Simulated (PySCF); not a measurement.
# C₄H₁₃NO₂: field gradients at the nuclei

How much do the quadrupole couplings of C₄H₁₃NO₂ depend on the level of theory? Each job file holds the settings and the coordinates that a driver script hands to the program.

Method: the levels named in each step, in PySCF 2.14.0, density-fitted response routines.

### 1 The starting structure

Bond lengths (14 of 18 bonds, heavy atoms first): C1–C2 1.523 Å, C2–N3 1.459 Å, N3–O4 1.436 Å, N3–C5 1.459 Å, C5–C6 1.523 Å, C1–H8 1.086 Å, C1–H9 1.087 Å, C1–H10 1.087 Å, C2–H11 1.100 Å, C2–H12 1.093 Å, O4–H13 0.967 Å, C5–H14 1.099 Å, C5–H15 1.093 Å, C6–H16 1.087 Å. Angles (14 of 29 angles, heavy atoms first): C1–C2–N3 110.5°, C2–N3–O4 108.4°, C2–N3–C5 112.9°, O4–N3–C5 108.5°, N3–C5–C6 110.9°, C1–C2–H11 110.1°, C1–C2–H12 109.9°, N3–C2–H11 111.0°, N3–C2–H12 106.7°, C2–C1–H8 109.8°, C2–C1–H9 110.3°, C2–C1–H10 110.3°, N3–O4–H13 105.1°, N3–C5–H14 110.9°.

Coordinates:

```xyz
20

C     1.1734    0.6565   -2.0475
C    -0.0206    1.0937   -1.2092
N    -0.0971    0.3106    0.0194
O     1.0641    0.5982    0.8139
C    -1.2854    0.6114    0.8100
C    -1.3719   -0.3001    2.0274
O     0.3323   -2.4579   -0.4193
H     1.1674    1.1806   -2.9992
H     2.1012    0.8851   -1.5303
H     1.1337   -0.4138   -2.2326
H     0.0462    2.1687   -0.9877
H    -0.9474    0.9076   -1.7575
H     1.5265   -0.2466    0.8997
H    -1.2882    1.6632    1.1294
H    -2.1451    0.4435    0.1567
H    -2.3116   -0.1286    2.5453
H    -0.5544   -0.0906    2.7119
H    -1.3180   -1.3438    1.7275
H     0.1047   -1.5148   -0.3272
H    -0.4029   -2.8733   -0.8722
```

### 2 Geometry, PBE0-D3(BJ)/def2-SVP

The input, job.txt:

```
{"job": {"xc": "PBE0", "basis": "def2-SVP", "d3": "d3bj", "grid": 2, "kind": "geom"}, "charge": 0, "multiplicity": 1}
C      1.173430     0.656520    -2.047540
C     -0.020620     1.093730    -1.209220
N     -0.097080     0.310640     0.019450
O      1.064090     0.598190     0.813900
C     -1.285440     0.611390     0.810020
C     -1.371890    -0.300100     2.027350
O      0.332280    -2.457870    -0.419310
H      1.167420     1.180580    -2.999160
H      2.101200     0.885080    -1.530300
H      1.133670    -0.413770    -2.232620
H      0.046170     2.168700    -0.987710
H     -0.947370     0.907570    -1.757550
H      1.526530    -0.246620     0.899730
H     -1.288230     1.663200     1.129370
H     -2.145130     0.443520     0.156660
H     -2.311640    -0.128630     2.545330
H     -0.554350    -0.090610     2.711930
H     -1.318020    -1.343780     1.727490
H      0.104680    -1.514780    -0.327190
H     -0.402890    -2.873350    -0.872240
```

Output:

```text
step   0  E = -364.72303394  max force = 0.015460
step   1  E = -364.72509407  max force = 0.007340
step   2  E = -364.72549414  max force = 0.001040
step   3  E = -364.72567114  max force = 0.001088
step   4  E = -364.72611379  max force = 0.002880
step   5  E = -364.72544092  max force = 0.011664
step   6  E = -364.72653467  max force = 0.004611
step   7  E = -364.72703657  max force = 0.004419
step   8  E = -364.72757383  max force = 0.005495
step   9  E = -364.72787551  max force = 0.002284
step  10  E = -364.72798082  max force = 0.001285
step  11  E = -364.72805387  max force = 0.000916
step  12  E = -364.72820884  max force = 0.001654
step  13  E = -364.72841175  max force = 0.002245
step  14  E = -364.72861459  max force = 0.003816
step  15  E = -364.72890465  max force = 0.002580
step  16  E = -364.72919923  max force = 0.002300
step  17  E = -364.72963527  max force = 0.002325
step  18  E = -364.72989272  max force = 0.002338
step  19  E = -364.73018084  max force = 0.001670
step  20  E = -364.73027446  max force = 0.000767
step  21  E = -364.73030415  max force = 0.000653
step  22  E = -364.73032829  max force = 0.000490
step  23  E = -364.73035201  max force = 0.000290
step  24  E = -364.73035516  max force = 0.000116
optimisation converged
```

Wall time 7.1 min (8 threads of Arm Neoverse N1, shared host); peak memory 0.99 GiB.

It ended at:

```xyz
20

C     1.0025    0.8362   -2.1779
C    -0.1553    1.2153   -1.2790
N    -0.3688    0.2352   -0.2246
O     0.7741    0.2211    0.6002
C    -1.5169    0.5434    0.6123
C    -1.7919   -0.5540    1.6189
O     0.6426   -2.2576   -0.4488
H     1.1183    1.5705   -2.9885
H     1.9384    0.8062   -1.6032
H     0.8461   -0.1565   -2.6271
H     0.0119    2.2187   -0.8360
H    -1.0923    1.2649   -1.8571
H     1.1060   -0.6902    0.4676
H    -1.3578    1.5102    1.1319
H    -2.3787    0.6724   -0.0619
H    -2.6631   -0.3036    2.2416
H    -0.9242   -0.6892    2.2796
H    -1.9987   -1.5103    1.1128
H    -0.0260   -1.5589   -0.6365
H     0.1803   -2.8874    0.1138
```

### 3 Field gradients, PBE0/def2-TZVPP

The input, job.txt:

```
{"job": {"kind": "efgt", "xc": "PBE0", "basis": "def2-TZVPP"}, "charge": 0, "multiplicity": 1}
C      1.002461     0.836181    -2.177911
C     -0.155284     1.215344    -1.278959
N     -0.368752     0.235172    -0.224621
O      0.774062     0.221131     0.600193
C     -1.516853     0.543356     0.612321
C     -1.791896    -0.554042     1.618866
O      0.642626    -2.257577    -0.448814
H      1.118323     1.570493    -2.988458
H      1.938352     0.806197    -1.603202
H      0.846136    -0.156533    -2.627093
H      0.011914     2.218653    -0.836023
H     -1.092267     1.264914    -1.857091
H      1.106005    -0.690191     0.467584
H     -1.357842     1.510246     1.131933
H     -2.378676     0.672416    -0.061898
H     -2.663105    -0.303591     2.241598
H     -0.924165    -0.689183     2.279614
H     -1.998691    -1.510253     1.112769
H     -0.025980    -1.558933    -0.636491
H      0.180310    -2.887378     0.113773
```

Output:

```text
coarse grid: 15640 points
cycle   1  E = -364.9985654129  dE =  5.089e-01  |g| = 9.134e-01  |ddm| = 3.033e+00
cycle   2  E = -364.8248564799  dE =  1.737e-01  |g| = 1.353e+00  |ddm| = 1.677e+00
cycle   3  E = -365.1507962356  dE = -3.259e-01  |g| = 1.236e-01  |ddm| = 1.134e+00
cycle   4  E = -365.1533629238  dE = -2.567e-03  |g| = 5.883e-02  |ddm| = 1.359e-01
cycle   5  E = -365.1540888136  dE = -7.259e-04  |g| = 1.353e-02  |ddm| = 5.075e-02
cycle   6  E = -365.1541172779  dE = -2.846e-05  |g| = 4.709e-03  |ddm| = 1.131e-02
cycle   7  E = -365.1541212828  dE = -4.005e-06  |g| = 8.035e-04  |ddm| = 3.100e-03
final grid: 226048 points
cycle   8  E = -365.1372403206  dE = -1.550e-04  |g| = 1.018e-02  |ddm| = 1.306e-01
cycle   9  E = -365.1372231196  dE =  1.720e-05  |g| = 1.370e-02  |ddm| = 1.707e-02
cycle  10  E = -365.1372614093  dE = -3.829e-05  |g| = 1.857e-03  |ddm| = 1.011e-02
cycle  11  E = -365.1372620107  dE = -6.014e-07  |g| = 4.642e-04  |ddm| = 1.299e-03
cycle  12  E = -365.1372620533  dE = -4.259e-08  |g| = 1.310e-04  |ddm| = 3.760e-04
cycle  13  E = -365.1372620558  dE = -2.566e-09  |g| = 5.094e-05  |ddm| = 1.240e-04
cycle  14  E = -365.1372620563  dE = -4.632e-10  |g| = 6.188e-06  |ddm| = 3.596e-05
converged SCF energy = -365.1372620563

Field-gradient tensors (au): xx yy zz xy xz yz
  0 C     0.00543   -0.00999    0.00455   -0.02061   -0.05255    0.00931
  1 C    -0.10343    0.05383    0.04960    0.01496   -0.03032   -0.16436
  2 N     0.84990   -1.14857    0.29867   -0.13982    0.41230   -0.57913
  3 O     0.86304   -0.14774   -0.71530   -0.86778    1.81832    0.18997
  4 C     0.08674   -0.07537   -0.01137   -0.07124   -0.14547    0.03033
  5 C    -0.03550    0.03792   -0.00242    0.01085   -0.02227   -0.02479
  6 O    -0.02114    0.60853   -0.58739   -0.14748   -0.33476   -1.26228
  7 H    -0.13459    0.04778    0.08681    0.02593   -0.03422   -0.20615
  8 H     0.16564   -0.13916   -0.02648   -0.00980    0.18256   -0.00377
  9 H    -0.12638    0.19545   -0.06907    0.05594    0.02162    0.15307
 10 H    -0.12482    0.18658   -0.06176    0.05454    0.01969    0.13684
 11 H     0.15717   -0.13618   -0.02099   -0.01168    0.17822   -0.01555
 12 H    -0.09643    0.27960   -0.18317   -0.19144    0.01221    0.06684
 13 H    -0.11881    0.16282   -0.04401    0.05054    0.01967    0.15807
 14 H     0.11556   -0.13620    0.02063   -0.03710    0.18883   -0.02885
 15 H     0.12193   -0.11463   -0.00730   -0.07688   -0.18841    0.05179
 16 H     0.11605   -0.12935    0.01330   -0.04062    0.19748   -0.03288
 17 H    -0.12686    0.17422   -0.04736    0.06746    0.03514    0.16525
 18 H     0.08126    0.07503   -0.15629   -0.23818    0.06772   -0.09525
 19 H    -0.06919    0.07857   -0.00938    0.20518   -0.19497   -0.28606
```

It took 64 s on 8 threads of Arm Neoverse N1, shared host; peak memory 2.7 GiB.

### 4 Field gradients, PBE/def2-TZVPP

Edit job.txt of step 3 so:

```diff
@@ -1,2 +1,2 @@
-{"job": {"kind": "efgt", "xc": "PBE0", "basis": "def2-TZVPP"}, "charge": 0, "multiplicity": 1}
+{"job": {"kind": "efgt", "xc": "PBE", "basis": "def2-TZVPP"}, "charge": 0, "multiplicity": 1}
 C      1.002461     0.836181    -2.177911
```

Output:

```text
coarse grid: 15640 points
cycle   1  E = -364.8820154583  dE =  4.567e-01  |g| = 1.126e+00  |ddm| = 3.089e+00
cycle   2  E = -364.1938358750  dE =  6.882e-01  |g| = 2.180e+00  |ddm| = 3.711e+00
cycle   3  E = -365.1139759084  dE = -9.201e-01  |g| = 2.617e-01  |ddm| = 3.120e+00
cycle   4  E = -365.1259519790  dE = -1.198e-02  |g| = 1.197e-01  |ddm| = 3.165e-01
cycle   5  E = -365.1289686231  dE = -3.017e-03  |g| = 4.053e-02  |ddm| = 1.330e-01
cycle   6  E = -365.1292494862  dE = -2.809e-04  |g| = 1.304e-02  |ddm| = 3.811e-02
cycle   7  E = -365.1292800477  dE = -3.056e-05  |g| = 2.665e-03  |ddm| = 9.596e-03
cycle   8  E = -365.1292811245  dE = -1.077e-06  |g| = 1.418e-03  |ddm| = 3.792e-03
final grid: 226048 points
cycle   9  E = -365.1081061790  dE = -2.327e-04  |g| = 1.721e-02  |ddm| = 1.816e-01
cycle  10  E = -365.1079559306  dE =  1.502e-04  |g| = 3.185e-02  |ddm| = 3.529e-02
cycle  11  E = -365.1081631494  dE = -2.072e-04  |g| = 5.013e-03  |ddm| = 2.562e-02
cycle  12  E = -365.1081677271  dE = -4.578e-06  |g| = 9.478e-04  |ddm| = 3.734e-03
cycle  13  E = -365.1081679104  dE = -1.833e-07  |g| = 2.796e-04  |ddm| = 8.010e-04
cycle  14  E = -365.1081679231  dE = -1.271e-08  |g| = 1.113e-04  |ddm| = 3.287e-04
cycle  15  E = -365.1081679253  dE = -2.210e-09  |g| = 1.745e-05  |ddm| = 8.852e-05
cycle  16  E = -365.1081679254  dE = -4.297e-11  |g| = 1.054e-05  |ddm| = 2.860e-05
converged SCF energy = -365.1081679254

Field-gradient tensors (au): xx yy zz xy xz yz
  0 C     0.00632   -0.01128    0.00496   -0.02157   -0.05464    0.00958
  1 C    -0.10141    0.05337    0.04805    0.01318   -0.03116   -0.16437
  2 N     0.81831   -1.10665    0.28833   -0.13126    0.40048   -0.55464
  3 O     0.84100   -0.14834   -0.69265   -0.83765    1.77479    0.19080
  4 C     0.08605   -0.07472   -0.01132   -0.07268   -0.14518    0.02892
  5 C    -0.03647    0.03841   -0.00194    0.01139   -0.02355   -0.02772
  6 O    -0.02350    0.59632   -0.57282   -0.12937   -0.32788   -1.23336
  7 H    -0.13392    0.04750    0.08641    0.02589   -0.03405   -0.20509
  8 H     0.16481   -0.13843   -0.02638   -0.00974    0.18167   -0.00369
  9 H    -0.12573    0.19440   -0.06867    0.05554    0.02156    0.15231
 10 H    -0.12388    0.18526   -0.06138    0.05414    0.01977    0.13622
 11 H     0.15637   -0.13544   -0.02093   -0.01170    0.17738   -0.01528
 12 H    -0.09786    0.28259   -0.18473   -0.19317    0.01171    0.06781
 13 H    -0.11803    0.16188   -0.04385    0.05037    0.01989    0.15707
 14 H     0.11490   -0.13533    0.02043   -0.03689    0.18802   -0.02870
 15 H     0.12134   -0.11412   -0.00722   -0.07646   -0.18749    0.05157
 16 H     0.11539   -0.12868    0.01329   -0.04031    0.19652   -0.03269
 17 H    -0.12606    0.17317   -0.04710    0.06724    0.03507    0.16419
 18 H     0.08085    0.07762   -0.15847   -0.24137    0.06871   -0.09563
 19 H    -0.07029    0.07922   -0.00893    0.20663   -0.19564   -0.28749
```

It took 55 s on 8 threads of Arm Neoverse N1, shared host; peak memory 2.7 GiB.

(Part 1 of 2 ends here.)
